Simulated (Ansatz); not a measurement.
# CAuClO: the cost of one run

Program: Ansatz 0.2.0. Level of theory: the levels named in each step. These are calculated values, not measurements.

## Step 1: Starting point

Bond lengths: O1–C2 1.131 Å, C2–Au3 1.837 Å, Au3–Cl4 2.172 Å. Angles: O1–C2–Au3 180.0°, C2–Au3–Cl4 180.0°.

Structure file:

```xyz
4

O     0.0000    0.0000   -2.3096
C     0.0000    0.0000   -1.1785
Au    0.0000    0.0000    0.6582
Cl    0.0000    0.0000    2.8300
```

## Step 2: A rough first relaxation, PBE-D4/def2-SVP

This run stands in another session on the same molecule. It ended at:

```xyz
4

O     0.0000    0.0000   -2.3737
C     0.0000    0.0000   -1.2240
Au    0.0000    0.0000    0.6693
Cl    0.0000    0.0000    2.9284
```

## Step 3: Relaxation, HF/def2-SVP

input.yaml

```yaml
crystal:
  periodic: [false, false, false]
  atoms:
    - { symbol: O, position_ang: [0.0, 0.0, -2.37371454] }
    - { symbol: C, position_ang: [0.0, 0.0, -1.22395617] }
    - { symbol: Au, position_ang: [0.0, 0.0, 0.66925732] }
    - { symbol: Cl, position_ang: [0.0, 0.0, 2.92841338] }
basis:
  gaussian: { orbitals: def2-SVP }
hamiltonian:
  xc: hf
relax:
  f_tol: 0.002
  max_steps: 150
```

Launch:

```sh
ansatz run input.yaml --threads 2 --pin off --max-ram 5120MiB --backend cpu --events-out ev --progress --plain --runs-dir out
```

Q: Estimate wall time and peak memory on 2 threads of Arm Neoverse V2, shared host.

About 4.3 s, with a peak of 0.15 GiB.
